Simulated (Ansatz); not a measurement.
LuIO, space group P4/nmm, a run that restarts from a saved state

Computed with the Python package of Ansatz (0.2.0).

The cells in order, each with its output:

```python
import warnings

import ansatz as az
from ase import Atoms
```

```python
SETTINGS = {
    'xc': 'lda',
    'smearing': 'fixed',
    'tolerance': 1e-07,
}
```

```python
warnings.simplefilter('ignore', az.DeckWarning)
```

```python
atoms = Atoms(
    ['Lu', 'Lu', 'I', 'I', 'O', 'O'],
    scaled_positions=[
        (0.0, 0.5, 0.38386),
        (0.5, 0.0, 0.61614),
        (0.5, 0.0, 0.17918),
        (0.0, 0.5, 0.82082),
        (0.0, 0.0, 0.5),
        (0.5, 0.5, 0.5),
    ],
    cell=[
        (3.8585, 0.0, 0.0),
        (0.0, 3.8585, 0.0),
        (0.0, 0.0, 9.189),
    ],
    pbc=True,
)
cell = az.Crystal.from_ase(atoms)

cell.resolved().tree()['lattice']
```

    ((3.8585, 0.0, 0.0), (0.0, 3.8585, 0.0), (0.0, 0.0, 9.189))

```python
model = (
    cell.calculation()
    .functional(SETTINGS['xc'])
    .occupations(SETTINGS['smearing'])
    .scf(tolerance=SETTINGS['tolerance'])
)
coarse = model.kpoints(*(3, 3, 1)).checkpoint(write='luio.run').run().report
warm = model.kpoints(*(6, 6, 3)).checkpoint(read='luio.run').run().report
cold = model.kpoints(*(6, 6, 3)).run().report
for label, summary in (('coarse', coarse), ('fine, from the saved density', warm), ('fine, fresh start', cold)):
    print(f'{label:30s} F = {summary["free_energy_ev"]:.5f} eV  iterations {summary["n_iterations"]}')
```

    coarse                         F = -44819.23782 eV  iterations 8
    fine, from the saved density   F = -44819.45154 eV  iterations 8
    fine, fresh start              F = -44819.45154 eV  iterations 8

Total energies depend on the potentials; only differences at equal settings carry meaning. A total without «per atom» is that of the cell as typed. The structure is a deposited one; some such entries were measured under pressure or heat, so a shift against it needn't be the functional's error alone. The whole script took 23 s on 1 thread of Arm Neoverse V1, on a shared host, peak memory 0.51 GiB.

(Lines on the test bed's own set-up are left out of the output.)
